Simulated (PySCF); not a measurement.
# C2H5ClO2Si: the cost of one run

Programs: PySCF 2.14.0, with routines of our own; each step states its level. All values are computed. Atoms count from 0.

## 1. The system as given

11 atoms, charge 0, multiplicity 1; geometry from: GFN2-xTB.

## 2. Geometry optimisation at PBE0-D3(BJ)/def2-SVP

What the job is given:

```
{"job": {"xc": "PBE0", "basis": "def2-SVP", "d3": "d3bj", "grid": 1, "kind": "geom"}, "charge": 0, "multiplicity": 1}
O     -2.719651    -0.060488    -0.179270
Si    -1.544959     0.152873     0.904666
O     -0.166433    -0.056176     0.033253
C      1.112060    -0.004785     0.425216
C      2.103886    -0.201177    -0.434162
Cl     3.743637    -0.136314     0.062617
H     -2.526849    -0.110801    -1.112539
H     -1.668615    -0.882794     1.921973
H     -1.579110     1.510297     1.440769
H      1.299845     0.201683     1.471501
H      1.951612    -0.409646    -1.480147
```

Run with:

```sh
$ OMP_NUM_THREADS=1 python excited_run.py task.json out
```

One launch serves the whole session: the jobs run in the order shown.

**Question.** How long does this run take on 1 thread of Intel Xeon Platinum 8488C, shared host?

About 2.2 min.
